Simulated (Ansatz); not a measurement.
# ZnO: the cost of one run

Program: Ansatz 0.2.0. Level of theory: DFT PBE, scalar-relativistic, plane waves, PAW, and further levels as typed in the inputs. These are calculated values, not measurements.

## (1) The starting structure

It takes space group P6_3mc (No. 186, hexagonal). Conventional cell: a = 3.250 Å, b = 3.250 Å, c = 5.207 Å, α = 90.00°, β = 90.00°, γ = 120.00°. Zn (site symmetry 3m) is surrounded by 4 O at 1.97 to 1.99 Å. Around O (site symmetry 3m) lie 4 Zn at 1.97 to 1.99 Å.

As a file:

```xyz
4
Lattice="3.2500 0.0000 0.0000 -1.6250 2.8146 0.0000 0.0000 0.0000 5.2070" Properties=species:S:1:pos:R:3 pbc="T T T"
Zn    0.0000    1.8764    0.0000
Zn    1.6250    0.9382    2.6035
O     0.0000    1.8764    1.9891
O     1.6250    0.9382    4.5926
```

## (2) Relaxing the atoms: ZnO, no spin

The input, input.yaml:

```yaml
crystal:
  lattice:
    - [3.25, 0.0, 0.0]
    - [-1.625, 2.81458256, 0.0]
    - [0.0, 0.0, 5.207]
  atoms:
    - { symbol: Zn, position: [0.3333333333, 0.6666666667, 0.0] }
    - { symbol: Zn, position: [0.6666666667, 0.3333333333, 0.5] }
    - { symbol: O, position: [0.3333333333, 0.6666666667, 0.382] }
    - { symbol: O, position: [0.6666666667, 0.3333333333, 0.882] }
scf:
  occupations: { method: gaussian, width: 0.05 }
output:
  forces: true
  stress: true
hamiltonian:
  xc: pbe
kpoints:
  mp_grid: { grid: [8, 8, 5] }
relax:
  f_tol: 0.003
```

The run is started by

```
$ ansatz run input.yaml --threads 4 --pin off --max-ram 10240MiB --backend cpu --events-out ev --progress --plain --runs-dir out
```

**Question.** How long does this run take on 4 threads of Arm Neoverse V1, shared host, and how much memory does it need?

About 2.9 s, with a peak of 0.37 GiB.
